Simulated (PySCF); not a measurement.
# [Dy(H2O)]3+: other functionals and bases at one geometry

The task here is to estimate one member of a computed series from the others.

Computed with PySCF 2.14.0. Level: several levels, as the steps say, no spin–orbit coupling.

3 further runs of the same task are left out: 2 for a known fault of the program, 1 that didn't finish.

## Where the work starts

4 atoms, charge 3, spin multiplicity 1.

Bond lengths: Dy1–O2 2.171 Å, O2–H3 1.003 Å, O2–H4 1.003 Å. Angles: Dy1–O2–H3 128.9°, Dy1–O2–H4 128.9°, H3–O2–H4 102.1°.

Coordinates:

```tsv
atom	x (Å)	y (Å)	z (Å)
Dy1	0.00000	0.00000	-0.06147
O2	0.00000	0.00000	2.10934
H3	0.78025	0.00000	2.73968
H4	-0.78025	0.00000	2.73968
```

Formal oxidation states: Dy +3. Each metal's 9 4f electrons lie in its core potential, so multiplicities, spins and levels count the valence alone. An earlier session relaxed this geometry at PBE0, Dy lcecp-1-SVP with ECP55, O def2-SVP, H def2-SVP (singlet, point group C2v).

At PBE0 on the finer grid: E = -112.008151 Eh, HOMO -28.27 eV, LUMO -20.71 eV, Mulliken charge on Dy1 +2.55 e, largest force component 0.005 eV/Å. 

Levels to run: M06-L; HF; B3LYP; BP86; PBE0, TZVP. Hardware: 2 threads of Arm Neoverse V1, shared host.

Set-up of the first run:

File run.py (the lines that set the calculation):

```python
mol = gto.M(atom='''
Dy     0.00000     0.00000    -0.06147
O      0.00000     0.00000     2.10934
H      0.78025     0.00000     2.73968
H     -0.78025     0.00000     2.73968''',
    basis={'Dy': 'lcecp-1-SVP', 'O': 'def2-SVP', 'H': 'def2-SVP'},
    ecp={'Dy': 'lcecp-1-SVP'},
    charge=3, spin=0)
mf = dft.RKS(mol, xc='M06L')
mf.grids.atom_grid = (75, 302)  # f atoms: unpruned, at least (60, 302)
mf = mf.density_fit()  # fitting sets: Dy AutoAux, O def2-universal-JKFIT, H def2-universal-JKFIT
mf.conv_tol = 1e-08; mf.max_cycle = 55
mf.kernel(dm0)  # dm0: the density of the relaxed state
```

Started as:

```
$ OMP_NUM_THREADS=2 python run.py
```

Among the steps run: M06-L; HF; B3LYP; BP86; PBE0, TZVP.

One of the session's tables, all rows but one given; the rest of the session is left out.

| level | HOMO (eV) | gap (eV) | charge on Dy1 (e) | dipole (D) | largest force component (eV/Å) |
| --- | --- | --- | --- | --- | --- |
| PBE0 (relaxed here) | -28.27 | 7.56 | 2.55 | 3.31 | 0.01 |
| M06-L | ? | ? | ? | ? | ? |
| HF | -32.59 | 15.58 | 2.68 | 2.57 | 1.67 |
| B3LYP | -27.99 | 6.87 | 2.53 | 3.38 | 0.16 |
| BP86 | -26.75 | 5.03 | 2.49 | 3.65 | 0.53 |
| PBE0, TZVP | -28.25 | 7.56 | 2.63 | 3.37 | 0.30 |

Q: Estimate the row for M06-L from the others.

The run gave: HOMO (eV): -26.81; gap (eV): 5.65; charge on Dy1 (e): 2.57; dipole (D): 3.23; largest force component (eV/Å): 0.30. In the column «HOMO (eV)» it lies between B3LYP (-27.99) and BP86 (-26.75).

The dipole of a charged species depends on the origin, so these sizes hold for this origin alone.

In one basis the HOMO–LUMO gap runs from 5.03 eV (BP86) to 15.58 eV (HF). The largest leftover force, 1.67 eV/Å with HF, stands at a geometry relaxed at another level. With 4f in the core, its levels are missing from HOMO and gap, and its count is fixed, so no charge can pass from the ligands into it. Total energies of different levels can't be compared.
